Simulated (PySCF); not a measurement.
**TcH₄: doublet, from a see-saw start**

Where does doublet TcH₄ go from a see-saw start, is the end point a minimum, and what are its modes, charges and moments?

Computed with PySCF 2.14.0. Level: PBE0, basis Tc def2-TZVP with ECP28, H def2-TZVP, scalar-relativistic core potentials, no spin–orbit coupling, density fitting.

**1. Where the work starts**

5 atoms, charge 0, spin multiplicity 2.

Bond lengths: Tc1–H2 1.600 Å, Tc1–H3 1.600 Å, Tc1–H4 1.600 Å, Tc1–H5 1.600 Å. Angles: H2–Tc1–H3 170.0°, H2–Tc1–H4 86.9°, H2–Tc1–H5 86.9°, H3–Tc1–H4 86.9°, H3–Tc1–H5 86.9°, H4–Tc1–H5 104.0°.

```xyz
5
charge 0 multiplicity 2
Tc    0.0000    0.0000   -0.0220
H     0.0000    1.5939    0.1174
H     0.0000   -1.5939    0.1174
H     1.2608    0.0000    0.9631
H    -1.2608    0.0000    0.9631
```

**2. Relaxing the doublet from the see-saw start**

The steps below are one call of a driver around PySCF. For each, scf.py gives the equivalent set-up of the SCF; relaxations use the driver's own optimiser. Before each start the driver seeks the lowest SCF state from one or more starting densities and follows internal instabilities, so scf.py alone need not reach the same state.

The program finds C2v symmetry in the start, which this walk keeps. The walk stops when the largest gradient is under 0.0003 Eh/bohr and the energy has settled too.

The input, scf.py:

```python
from pyscf import gto, scf, dft
mol = gto.M(atom='''
Tc     0.000000     0.000000    -0.022019
H      0.000000     1.593900     0.117381
H     -0.000000    -1.593900     0.117381
H      1.260800    -0.000000     0.963081
H     -1.260800     0.000000     0.963081''',
    basis={'Tc': 'def2-TZVP', 'H': 'def2-TZVP'},
    ecp={'Tc': 'def2-TZVP'},
    charge=0, spin=1)
mf = dft.UKS(mol, xc='PBE0')
mf.grids.atom_grid = (50, 194)
aux = {'Tc': 'def2-universal-JKFIT', 'H': 'def2-universal-JKFIT'}
mf = mf.density_fit(auxbasis=aux)
mf.kernel()
```

The runs that follow: Hessian and properties.

Before running it: what results should come out? Wanted: minimum; geometry; wavenumbers; dipole moment; highest occupied, lowest empty level; polar-tensor charge of Tc1; zero-point energy; atomisation energy; ⟨S²⟩.

The runs gave:

| quantity | value |
| --- | --- |
| minimum | broken-symmetry (Ms = 1/2), C2v |
| geometry | Tc–H 1.579 Å (×2), Tc–H 1.676 Å (×2); H–Tc–H 63.1°, H–Tc–H 72.7° (×4), H–Tc–H 139.1° |
| wavenumbers (cm⁻¹) | 577 (a2), 584 (b1), 603 (a1), 701 (b2), 858 (a1), 1738 (b2), 1908 (a1), 2193 (b1), 2202 (a1) |
| dipole moment | 2.84 D |
| highest occupied, lowest empty level (either spin) | -5.27, -2.65 eV |
| polar-tensor charge of Tc1 | +0.34 e |
| zero-point energy | 68.0 kJ/mol |
| entropy at 298.15 K | 247.1 J/(mol K) |
| atomisation energy (no zero-point energy) | 904 kJ/mol |
| ⟨S²⟩ | 1.767 |

What this shows: The molecule stays C2v, as typed, and the end point is a minimum. The determinant is spin-contaminated (⟨S²⟩ = 1.77 against 0.75), so it is no pure spin state. In the infrared the band at 1738 cm⁻¹ (b2, stretch) leads. Other starts or spin states, not run here, may lie lower. One determinant may miss the lowest occupation of an open d or f shell.
